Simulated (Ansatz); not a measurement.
Predict the output of the script below (Ansatz's Python interface).

The script, `zn3ag_formation.py`:
```python
# -*- coding: utf-8 -*-
"""Heat of formation of Zn3Ag at zero temperature, after relaxing cells and atoms."""

from collections import Counter
import warnings

import ansatz
import numpy as np


def ground_state(name, crystal):
    calc = (
        crystal.calculation()
        .functional(ansatz.Functional.PBESOL)
        .basis(14 * ansatz.Ha, xc_grid=3)
        .eigensolver("davidson", mixed_precision=False)
        .scf(max_iterations=150)
        .kpoints(spacing=0.39)  # sampling of the Brillouin zone
        .occupations("cold", width=0.05)
        .stress()  # positive in compression
    )
    calc = calc.relax(force_tolerance=0.02, max_steps=40, cell=True)
    return calc.run()


def counts(outcome):
    return Counter(site.symbol for site in outcome.lattice.sites)

def formation_energy(outcome, mu):
    n = counts(outcome)
    return (outcome.report["energy_sigma0_ev"] - sum(k * mu[element] for element, k in n.items())) / sum(n.values())


def volume_per_atom(outcome):
    return abs(np.linalg.det(outcome.lattice.cell_ang)) / len(outcome.lattice.sites)

warnings.simplefilter("ignore")

phases = {}
zn3ag = (
    ansatz.Lattice.of([2.847009, 0.0, 0.0], [-1.423505, 2.465582, 0.0], [0.0, 0.0, 8.558412])
    .atom("Zn", [2 / 3, 1 / 3, 0.5])
    .atom("Zn", [1 / 3, 2 / 3, 0.256796])
    .atom("Zn", [1 / 3, 2 / 3, 0.743204])
    .atom("Ag", [2 / 3, 1 / 3, 0.0])
)
phases["Zn3Ag"] = zn3ag
zn = (
    ansatz.Lattice.from_parameters(2.67, 2.67, 4.966, alpha=90, beta=90, gamma=120)
    .space_group(194)
    .atom("Zn", [1 / 3, 2 / 3, 0.25])
)
phases["Zn"] = zn
ag = (
    ansatz.Lattice.fcc(4.0855)
    .space_group(225)
    .atom("Ag", [0.0, 0.0, 0.0])
    .primitive()
)
phases["Ag"] = ag

done = {name: ground_state(name, crystal) for name, crystal in phases.items()}

# energy of one atom in its reference phase
references = {"Zn": "Zn", "Ag": "Ag"}
mu = {element: done[name].report["energy_sigma0_ev"] / len(done[name].lattice.sites) for element, name in references.items()}

target = done["Zn3Ag"]
heat = formation_energy(target, mu)
n = counts(target)
print("cell content:", dict(n), " volume", round(volume_per_atom(target), 3), "A^3/atom")
print("formation energy", round(heat, 4), "eV/atom,", round(heat * sum(n.values()), 4), "eV per cell")
print("bound against the elements" if heat < 0 else "unbound against the elements")
```

```console
$ python zn3ag_formation.py
cell content: {<Element.ZN: 'Zn'>: 3, <Element.AG: 'Ag'>: 1}  volume 14.669 A^3/atom
formation energy -0.0036 eV/atom, -0.0144 eV per cell
bound against the elements
```

Reading the output:
- The settings weren't tested for convergence.
- The cutoff lies under the one recommended for these potentials.
- For the metals among these phases the mesh is modest: differences between phases can be off by up to 40 meV an atom.
- The cells come from databases of deposited and of computed structures, and not all need be stable phases.
- The compound is the structure given, not necessarily its lowest; energies are at zero temperature, with no correction for gases. A semilocal functional's error on such energies is often 0.05 to 0.1 eV an atom, and 0.1 to 0.3 eV against gases such as O2 or F2.
- The script silences warnings, which a real study should read.
- Hardware and time: 26 s on 1 thread of Arm Neoverse V1 (shared host), peak memory 0.4 GiB.

(A comment or docstring line of the script was reworded after the run, the code is as it ran.)
